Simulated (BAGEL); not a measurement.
# HF/6-31G(d) (density fitting with qzvpp-jkfit, spherical functions) run of GaSiH4F (SMILES [F][GaH][SiH3])

What is the vertical ionisation energy of GaSiH4F at HF/6-31G* (density fitting with qzvpp-jkfit, spherical functions)? 

The calculation is run with BAGEL 1.2.2.

2 further runs of the same task are left out: 2 that didn't finish.

## Step 1: Starting point

GaSiH4F has 7 atoms, charge 0, and is taken as a singlet. SMILES: `[F][GaH][SiH3]`. Geometry: relaxed at PBE0-D4/def2-TZVP.

Bond lengths: F1–Ga2 1.766 Å, Ga2–Si3 2.406 Å, Ga2–H4 1.565 Å, Si3–H5 1.487 Å, Si3–H6 1.487 Å, Si3–H7 1.487 Å. Angles: F1–Ga2–Si3 112.7°, F1–Ga2–H4 112.3°, Si3–Ga2–H4 135.0°, Ga2–Si3–H5 109.4°, Ga2–Si3–H6 111.2°, Ga2–Si3–H7 109.6°, H5–Si3–H6 108.8°, H5–Si3–H7 108.9°, H6–Si3–H7 108.9°.

## Step 2: The energy at HF/6-31G(d) (density fitting with qzvpp-jkfit, spherical functions)

Contents of input.json:

```json
{ "bagel" : [

{
  "title" : "molecule",
  "basis" : "6-31gs.json",
  "df_basis" : "qzvpp-jkfit",
  "angstrom" : true,
  "geometry" : [
    { "atom" : "F", "xyz" : [       0.231600,      -2.152100,       1.342200 ] },
    { "atom" : "Ga", "xyz" : [       0.019100,      -0.400000,       1.279300 ] },
    { "atom" : "Si", "xyz" : [      -0.029700,       0.450800,      -0.970800 ] },
    { "atom" : "H", "xyz" : [      -0.096900,       0.235400,       2.704700 ] },
    { "atom" : "H", "xyz" : [      -1.196100,      -0.125700,      -1.691600 ] },
    { "atom" : "H", "xyz" : [      -0.144400,       1.933400,      -0.983000 ] },
    { "atom" : "H", "xyz" : [       1.216400,       0.058100,      -1.680800 ] }
  ]
},

{ "title" : "hf" },

{ "title" : "print", "file" : "orbitals.molden", "orbitals" : true }

]}
```

The basis set 6-31G* is read from a file made from the Basis Set Exchange's data (not shown).

Started as:

```sh
$ BAGEL_NUM_THREADS=1 BAGEL input.json > input.out
```

The program printed:

```text
* using 1 threads per process

  ===============================================================
  ===============================================================

  *** Geometry ***

  { "atom" : "F", "xyz" : [      0.437661,     -4.066880,      2.536390 ] },
  { "atom" : "Ga", "xyz" : [      0.036094,     -0.755890,      2.417527 ] },
  { "atom" : "Si", "xyz" : [     -0.056125,      0.851889,     -1.834546 ] },
  { "atom" : "H", "xyz" : [     -0.183114,      0.444842,      5.111142 ] },
  { "atom" : "H", "xyz" : [     -2.260301,     -0.237539,     -3.196661 ] },
  { "atom" : "H", "xyz" : [     -0.272876,      3.653596,     -1.857601 ] },
  { "atom" : "H", "xyz" : [      2.298663,      0.109793,     -3.176252 ] },

  Number of auxiliary basis functions:      543

  Since a DF basis is specified, we compute 2- and 3-index integrals:
    o Being stored without compression. Storage requirement is 0.023 GB

  Number of basis functions:       72
  Number of electrons      :       58

    * METHOD: MOLECULE                             0.23

  *** RHF ***

  === Nuclear Repulsion ===
   246.9971785450

      * DIIS with orbital gradients will be used.

  === RHF iteration (6-31gs.json) ===
      0      -2313.49050080          0.01953250           0.07
      1      -2313.59295640          0.01466271           0.06
      2      -2313.67224721          0.00132245           0.06
      3      -2313.67379289          0.00025487           0.06
      4      -2313.67383317          0.00010553           0.06
      5      -2313.67383793          0.00002599           0.06
      6      -2313.67383853          0.00000647           0.06
      7      -2313.67383858          0.00000151           0.06
      8      -2313.67383859          0.00000061           0.06
      9      -2313.67383859          0.00000025           0.06
     10      -2313.67383859          0.00000005           0.06
     11      -2313.67383859          0.00000002           0.06
     12      -2313.67383859          0.00000001           0.06
    * SCF iteration converged.

    * Permanent dipole moment:
           (    0.112481,    -0.970847,     0.131561) a.u.

    * METHOD: HF                                   0.94

    * METHOD: PRINT                                0.01

  ===============================================================
```

It took 1.3 s on 1 thread of Intel Xeon 6975P-C (Granite Rapids), shared host; peak memory 0.13 GiB.

## Step 3: The doublet cation at the same level

Contents of input.json:

```json
{ "bagel": [

{
  "title": "molecule",
  "basis": "6-31gs.json",
  "df_basis": "qzvpp-jkfit",
  "angstrom": true,
  "geometry": [
    { "atom": "F", "xyz": [       0.231600,      -2.152100,       1.342200 ] },
    { "atom": "Ga", "xyz": [       0.019100,      -0.400000,       1.279300 ] },
    { "atom": "Si", "xyz": [      -0.029700,       0.450800,      -0.970800 ] },
    { "atom": "H", "xyz": [      -0.096900,       0.235400,       2.704700 ] },
    { "atom": "H", "xyz": [      -1.196100,      -0.125700,      -1.691600 ] },
    { "atom": "H", "xyz": [      -0.144400,       1.933400,      -0.983000 ] },
    { "atom": "H", "xyz": [       1.216400,       0.058100,      -1.680800 ] }
  ]
},

{
  "title": "uhf",
  "charge": 1,
  "nopen": 1
},

{
  "title": "print",
  "file": "orbitals.molden",
  "orbitals": true
}

]}
```

The basis set 6-31G* is read from a file made from the Basis Set Exchange's data (not shown).

Started as:

```sh
$ BAGEL_NUM_THREADS=1 BAGEL input.json > input.out
```

The program printed:

```text
* using 1 threads per process

  ===============================================================
  ===============================================================

  *** Geometry ***

  { "atom" : "F", "xyz" : [      0.437661,     -4.066880,      2.536390 ] },
  { "atom" : "Ga", "xyz" : [      0.036094,     -0.755890,      2.417527 ] },
  { "atom" : "Si", "xyz" : [     -0.056125,      0.851889,     -1.834546 ] },
  { "atom" : "H", "xyz" : [     -0.183114,      0.444842,      5.111142 ] },
  { "atom" : "H", "xyz" : [     -2.260301,     -0.237539,     -3.196661 ] },
  { "atom" : "H", "xyz" : [     -0.272876,      3.653596,     -1.857601 ] },
  { "atom" : "H", "xyz" : [      2.298663,      0.109793,     -3.176252 ] },

  Number of auxiliary basis functions:      543

  Since a DF basis is specified, we compute 2- and 3-index integrals:
    o Being stored without compression. Storage requirement is 0.023 GB

  Number of basis functions:       72
  Number of electrons      :       58

    * METHOD: MOLECULE                             0.23

  *** Open-shell HF ***

  === Nuclear Repulsion ===
   246.9971785450

      * DIIS with orbital gradients will be used.

  === UHF iteration (6-31gs.json) ===
      0      -2313.07796243          0.04197622           0.12
      1      -2313.18220561          0.03710354           0.12
      2      -2313.24363147          0.02731084           0.12
      3      -2313.31402710          0.00157806           0.12
      4      -2313.31503670          0.00076664           0.12
      5      -2313.31525666          0.00033531           0.12
      6      -2313.31533690          0.00012427           0.12
      7      -2313.31535358          0.00003745           0.12
      8      -2313.31535570          0.00001358           0.12
      9      -2313.31535619          0.00000777           0.12
     10      -2313.31535634          0.00000564           0.12
     11      -2313.31535642          0.00000423           0.12
     12      -2313.31535646          0.00000290           0.12
     13      -2313.31535648          0.00000174           0.12
     14      -2313.31535648          0.00000092           0.12
     15      -2313.31535648          0.00000047           0.12
     16      -2313.31535648          0.00000026           0.11
     17      -2313.31535648          0.00000018           0.12
     18      -2313.31535648          0.00000012           0.11
     19      -2313.31535648          0.00000009           0.12
     20      -2313.31535648          0.00000005           0.12
     21      -2313.31535648          0.00000003           0.12
     22      -2313.31535648          0.00000002           0.12
     23      -2313.31535648          0.00000001           0.11
    * SCF iteration converged.

    * S^2 (UHF) is 0.7866

    * Permanent dipole moment:
           (    0.207496,    -1.860773,     0.748097) a.u.

    * METHOD: UHF                                  2.99

    * METHOD: PRINT                                0.01

  ===============================================================
```

Run time: 3.6 s. Hardware: 1 thread of Intel Xeon 6975P-C (Granite Rapids), shared host; peak memory 0.13 GiB.

## Step 4: Results

Level: HF/6-31G* (density fitting with qzvpp-jkfit, spherical functions).

| quantity | value |
| --- | --- |
| singlet GaSiH4F: total energy | -2313.67384 Eh |
| singlet GaSiH4F: dipole moment | 2.51 D |
| singlet GaSiH4F: HOMO energy | -10.65 eV |
| singlet GaSiH4F: LUMO energy | 0.90 eV |
| singlet GaSiH4F: HOMO–LUMO gap | 11.55 eV |
| doublet cation: total energy | -2313.31536 Eh |
| doublet cation: ⟨S²⟩ | 0.787 |
| vertical ionisation energy (to the doublet cation) | 9.755 eV |

In words: Removing an electron at fixed nuclei costs 9.75 eV (941 kJ/mol). The negative HOMO energy of the first species, 10.65 eV, lies 0.89 eV above that difference.
